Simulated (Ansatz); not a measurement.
# C2H7AlO: basis-set convergence

Aim: see how fast density functionals converge with the basis set for C2H7AlO.

Method: one geometry, several basis sets; program: Ansatz 0.2.0, Gaussian basis.

Plan: PBE0-D4/def2-SVP; ωB97M-V/def2-SVP; PBE0-D4/def2-QZVPP; ωB97M-V/def2-QZVPP; the functionals' def2-TZVPP values are taken from earlier runs.

### Step 1. The geometry

All runs share one geometry, relaxed beforehand with PBE0-D4 in a triple-zeta def2 set.

11 atoms, charge 0, spin multiplicity 1.

Atoms are counted from 1 here; the program's logs count them from 0.

Bond lengths: O1–C2 1.487 Å, O1–Al4 1.994 Å, O1–H5 0.961 Å, C2–C3 1.508 Å, C2–H6 1.092 Å, C2–H7 1.092 Å, C3–Al4 2.006 Å, C3–H8 1.090 Å, C3–H9 1.089 Å, Al4–H10 1.600 Å, Al4–H11 1.593 Å. Angles: C2–O1–Al4 91.6°, C2–O1–H5 113.4°, Al4–O1–H5 128.9°, O1–C2–C3 103.3°, O1–C2–H6 106.3°, O1–C2–H7 107.6°, C3–C2–H6 116.3°, C3–C2–H7 113.0°, H6–C2–H7 109.6°, C2–C3–Al4 90.5°, C2–C3–H8 112.4°, C2–C3–H9 112.4°, Al4–C3–H8 115.2°, Al4–C3–H9 116.3°, H8–C3–H9 109.1°, O1–Al4–C3 71.9°, O1–Al4–H10 104.7°, O1–Al4–H11 109.2° and more.

Geometry (Å):

```tsv
atom	x (Å)	y (Å)	z (Å)
O1	-0.71399	0.60820	-0.85147
C2	-0.22654	0.92132	0.51841
C3	0.28449	-0.40722	1.01558
Al4	0.24118	-1.14172	-0.85047
H5	-0.62584	1.34331	-1.46476
H6	-1.07588	1.34581	1.05699
H7	0.56022	1.67230	0.42511
H8	-0.40352	-0.88077	1.71597
H9	1.26649	-0.32621	1.48029
H10	1.53487	-0.89742	-1.75935
H11	-0.77617	-2.29460	-1.26570
```

### Step 2. PBE0-D4 in def2-SVP

Contents of in.yaml:

```yaml
crystal:
  periodic: [false, false, false]
  atoms:
    - {symbol: O, position_ang: [-0.713994, 0.608201, -0.851466]}
    - {symbol: C, position_ang: [-0.226537, 0.921316, 0.518415]}
    - {symbol: C, position_ang: [0.284491, -0.407220, 1.015576]}
    - {symbol: Al, position_ang: [0.241177, -1.141718, -0.850467]}
    - {symbol: H, position_ang: [-0.625843, 1.343313, -1.464757]}
    - {symbol: H, position_ang: [-1.075880, 1.345808, 1.056987]}
    - {symbol: H, position_ang: [0.560218, 1.672305, 0.425110]}
    - {symbol: H, position_ang: [-0.403522, -0.880773, 1.715966]}
    - {symbol: H, position_ang: [1.266491, -0.326208, 1.480290]}
    - {symbol: H, position_ang: [1.534872, -0.897422, -1.759354]}
    - {symbol: H, position_ang: [-0.776171, -2.294602, -1.265700]}
basis:
  gaussian: {orbitals: def2-SVP}
hamiltonian: {xc: pbe0, dispersion: d4}
output: {orbitals: {seedname: orbitals}}
```

Started as:

```console
> ansatz run in.yaml --threads 2 --pin off --events-out ev --progress --plain --max-ram 4352MiB
```

Standard output:

```text
Functional definition: PBE0
  name "PBE0"
  cite "Adamo & Barone, J. Chem. Phys. 110, 6158 (1999) doi:10.1063/1.478522"
  cite "Perdew, Burke & Ernzerhof, Phys. Rev. Lett. 77, 3865 (1996) doi:10.1103/PhysRevLett.77.3865"
  parent pbe
  parameter a = 0.25
  parameter kappa = 0.804
  parameter beta = 0.06672455060314922
  exchange = (1 - a)*pbe_x(kappa = kappa, mu = beta*pi^2/3) + a*exact_x
  correlation = pbe_c(beta = beta)
1091 factors; their error is unknown
mean field evaluation 1: about -10813.0038 eV, gradient 5.0e1 eV
mean field evaluation 2: about -10810.2045 eV, gradient 6.0e1 eV
mean field evaluation 4: about -10818.6363 eV, gradient 2.6e0 eV
mean field evaluation 8: about -10818.7442 eV, gradient 3.8e-2 eV
mean field -10818.74423486 eV, -397.5815174228 hartree, gradient 1.4e-5 eV, S^2 0.000000; 0 other end points of the search recorded, 0 dependent functions left out
reference -10818.74426538 eV, -397.5815185446 hartree; 20, 20 occupied and 75, 75 virtual orbitals, 1091 factors
Total energy: -10818.90676739 eV, -397.5874903831 hartree
```

Run time: 1.2 s. Hardware: 2 threads of Arm Neoverse V2, shared host.

### Step 3. ωB97M-V in def2-SVP

in.yaml: that of step 2 with these lines changed.

```diff
@@ -16,3 +16,3 @@
   gaussian: {orbitals: def2-SVP}
-hamiltonian: {xc: pbe0, dispersion: d4}
+hamiltonian: {xc: {name: wB97M-V}}
 output: {orbitals: {seedname: orbitals}}
```

The command is unchanged.

Standard output, cut to the lines that bear on the results:

```text
Functional definition: wB97M-V
  name "wB97M-V"
  cite "Mardirossian & Head-Gordon, J. Chem. Phys. 144, 214110 (2016) doi:10.1063/1.4952647"
  cite "Becke, J. Chem. Phys. 107, 8554 (1997) doi:10.1063/1.475007"
  cite "Vydrov & Van Voorhis, J. Chem. Phys. 133, 244103 (2010) doi:10.1063/1.3521275"
  # Of w^i u^j: cxij and so on, Table III.
[...]
  gx(w, u) = 1 - cx + cx01*u + cx10*w
  gss(w, u) = css00 + css04*u^4 + css10*w + css20*w^2 + css43*w^4*u^3
  gos(w, u) = cos00 + cos10*w + (cos20 + cos21*u)*w^2 + (cos60 + cos61*u)*w^6
[...]
      + integral(e_c_pw_mod_opposite_spin*gos(b97_w_opposite, b97_u_opposite)) + vv10(b, c)
1072 factors; their error is unknown
286 factors; integrals over basis functions are off by at most 8.8e-6 eV
[...]
mean field -10824.13796029 eV, -397.7797331765 hartree, gradient 7.3e-6 eV, S^2 0.000000; 0 other end points of the search recorded, 0 dependent functions left out
reference -10824.13800849 eV, -397.7797349476 hartree; 20, 20 occupied and 75, 75 virtual orbitals, 1072 factors
Total energy: -10824.13800849 eV, -397.7797349476 hartree
```

Wall time 6 s (2 threads of Arm Neoverse V2, shared host); peak memory 0.26 GiB.

### Step 4. PBE0-D4 in def2-QZVPP

in.yaml: that of step 3 with these lines changed.

```diff
@@ -15,4 +15,4 @@
 basis:
-  gaussian: {orbitals: def2-SVP}
-hamiltonian: {xc: {name: wB97M-V}}
+  gaussian: {orbitals: "def2-QZVPP.json"}
+hamiltonian: {xc: pbe0, dispersion: d4}
 output: {orbitals: {seedname: orbitals}}
```

Launched as before.

Standard output:

```text
Functional definition: PBE0
  name "PBE0"
  cite "Adamo & Barone, J. Chem. Phys. 110, 6158 (1999) doi:10.1063/1.478522"
  cite "Perdew, Burke & Ernzerhof, Phys. Rev. Lett. 77, 3865 (1996) doi:10.1103/PhysRevLett.77.3865"
  parent pbe
  parameter a = 0.25
  parameter kappa = 0.804
  parameter beta = 0.06672455060314922
  exchange = (1 - a)*pbe_x(kappa = kappa, mu = beta*pi^2/3) + a*exact_x
  correlation = pbe_c(beta = beta)
1375 factors; their error is unknown
mean field evaluation 1: about -10817.6281 eV, gradient 6.4e1 eV
mean field evaluation 2: about -10810.0967 eV, gradient 8.5e1 eV
mean field evaluation 4: about -10826.3064 eV, gradient 4.8e0 eV
mean field evaluation 8: about -10826.3476 eV, gradient 5.3e-2 eV
mean field evaluation 16: about -10826.3505 eV, gradient 1.2e-5 eV
mean field -10826.35048971 eV, -397.8610421330 hartree, gradient 1.2e-5 eV, S^2 0.000000; 0 other end points of the search recorded, 0 dependent functions left out
reference -10826.35053436 eV, -397.8610437740 hartree; 20, 20 occupied and 431, 431 virtual orbitals, 1375 factors
Total energy: -10826.51303637 eV, -397.8670156125 hartree
```

Run time: 11 s. Hardware: 2 threads of Arm Neoverse V2, shared host; peak memory 1.3 GiB.

### Step 5. ωB97M-V in def2-QZVPP

in.yaml: that of step 4 with these lines changed.

```diff
@@ -16,3 +16,3 @@
   gaussian: {orbitals: "def2-QZVPP.json"}
-hamiltonian: {xc: pbe0, dispersion: d4}
+hamiltonian: {xc: {name: wB97M-V}}
 output: {orbitals: {seedname: orbitals}}
```

Same command.

Standard output, cut to the lines that bear on the results:

```text
Functional definition: wB97M-V
  name "wB97M-V"
  cite "Mardirossian & Head-Gordon, J. Chem. Phys. 144, 214110 (2016) doi:10.1063/1.4952647"
  cite "Becke, J. Chem. Phys. 107, 8554 (1997) doi:10.1063/1.475007"
  cite "Vydrov & Van Voorhis, J. Chem. Phys. 133, 244103 (2010) doi:10.1063/1.3521275"
  # Of w^i u^j: cxij and so on, Table III.
[...]
  gx(w, u) = 1 - cx + cx01*u + cx10*w
  gss(w, u) = css00 + css04*u^4 + css10*w + css20*w^2 + css43*w^4*u^3
  gos(w, u) = cos00 + cos10*w + (cos20 + cos21*u)*w^2 + (cos60 + cos61*u)*w^6
[...]
      + integral(e_c_pw_mod_opposite_spin*gos(b97_w_opposite, b97_u_opposite)) + vv10(b, c)
1332 factors; their error is unknown
389 factors; integrals over basis functions are off by at most 1.2e-5 eV
[...]
mean field -10831.93124191 eV, -398.0661309935 hartree, gradient 8.8e-5 eV, S^2 0.000000; 0 other end points of the search recorded, 0 dependent functions left out
reference -10831.93131454 eV, -398.0661336626 hartree; 20, 20 occupied and 431, 431 virtual orbitals, 1332 factors
Total energy: -10831.93131454 eV, -398.0661336626 hartree
```

Wall time 27 s (2 threads of Arm Neoverse V2, shared host); peak memory 1.6 GiB.

### Step 6. Functionals by basis

The def2-TZVPP values come from earlier runs at the same geometry.

```tsv
functional	basis	functions	energy (eV)	from the largest (eV)	HOMO (eV)	LUMO (eV)
PBE0-D4	def2-SVP	95	-10818.9068	7.606	-7.17	0.10
PBE0-D4	def2-TZVPP	233	-10826.0633	0.450	-7.20	-0.27
PBE0-D4	def2-QZVPP	451	-10826.5130	0.000	-7.21	-0.51
ωB97M-V	def2-SVP	95	-10824.1380	7.793	-9.37	1.76
ωB97M-V	def2-TZVPP	233	-10831.4971	0.434	-9.43	1.20
ωB97M-V	def2-QZVPP	451	-10831.9313	0.000	-9.44	0.67
```

### Step 7. Outcome

```
                                       quantity          value
PBE0-D4: double and triple zeta above quadruple  7.61, 0.45 eV
ωB97M-V: double and triple zeta above quadruple  7.79, 0.43 eV
```

What this shows: PBE0-D4 gains 7.16 eV from double to triple zeta, then 0.45 eV more. These are total energies; as a rule much of such shifts cancels in differences, which this series doesn't test. The LUMO of ωB97M-V is positive and keeps falling with the basis (1.76 to 0.67 eV): an unbound level that the basis holds in place.

For PBE0-D4 the largest set took about 8 times as long as the smallest (11 s against 1.2 s).
